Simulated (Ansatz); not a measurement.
# BGeH3S, SMILES [BH]1[S][GeH2]1: a ladder of basis sets

Program: Ansatz's Python interface.

At the Python prompt:
```pycon
>>> from dataclasses import dataclass
>>> import ansatz
>>> @dataclass
... class Options:
...     xc: str = 'PBE0'
...     dispersion: str = 'd3bj'
...
>>> opts = Options()
>>> geometry_ang = [
...     ('B', [-0.7354, -1.0632, -0.0048]),
...     ('S', [1.0586, -1.1497, 0.6037]),
...     ('Ge', [0.3436, 0.7417, 0.08]),
...     ('H', [-1.5276, -1.481, -0.7287]),
...     ('H', [0.8776, 1.2345, -1.3029]),
...     ('H', [0.0252, 1.6537, 1.3065]),
... ]
>>> mol = ansatz.Crystal.molecule()
>>> for symbol, xyz in geometry_ang:
...     mol = mol.atom(symbol, xyz)
...
>>> job = mol.calculation()
>>> job = job.functional(opts.xc, dispersion=opts.dispersion)
>>> energies = {}
>>> for basis in ['def2-SVP', 'def2-SVPD', 'def2-TZVP', 'def2-TZVPP']:
...     rep = job.basis(gaussian=basis).run(threads=1, backend='cpu').report
...     size = rep['n_frozen'] + rep['n_occupied'][0] + rep['n_virtual'][0]
...     energies[basis] = (rep['reference_energy_ev'] / 27.211386246, rep['free_energy_ev'] / 27.211386246)
...     print(f'{basis:14s} {size:4d} orbitals  reference {energies[basis][0]:14.6f} Ha  total {energies[basis][1]:14.6f} Ha')
...
def2-SVP         79 orbitals  reference   -2500.965548 Ha  total   -2500.969769 Ha
def2-SVPD       109 orbitals  reference   -2500.972300 Ha  total   -2500.976520 Ha
def2-TZVP       134 orbitals  reference   -2501.393117 Ha  total   -2501.397337 Ha
def2-TZVPP      163 orbitals  reference   -2501.393823 Ha  total   -2501.398043 Ha
>>> last = energies['def2-TZVPP'][1]
>>> for basis, (_, total) in energies.items():
...     print(f'{basis:14s} lies {27.211386 * (total - last):9.4f} eV above def2-TZVPP')
...
def2-SVP       lies   11.6539 eV above def2-TZVPP
def2-SVPD      lies   11.4702 eV above def2-TZVPP
def2-TZVP      lies    0.0192 eV above def2-TZVPP
def2-TZVPP     lies    0.0000 eV above def2-TZVPP
```

Against def2-SVP: def2-SVPD -6.8 mHa, def2-TZVP -427.6 mHa and def2-TZVPP -428.3 mHa. The last step alone is -0.71 mHa (these two sets differ little on atoms other than hydrogen). From the first set to the last the time grows from 2.1 to 4.5 s.

Notes:
- The drop along the ladder measures the basis error, and is no property of the molecule.
- The geometry is a force-field or estimated start, not a minimum of this method, and the last set is no limit. Much of the fall in a total is atomic energy, which cancels in bond and reaction energies.
- Total less reference energy is the dispersion correction.
- Run time: 14 s on 1 thread of Arm Neoverse V1, with other jobs on the host, peak memory 0.4 GiB.
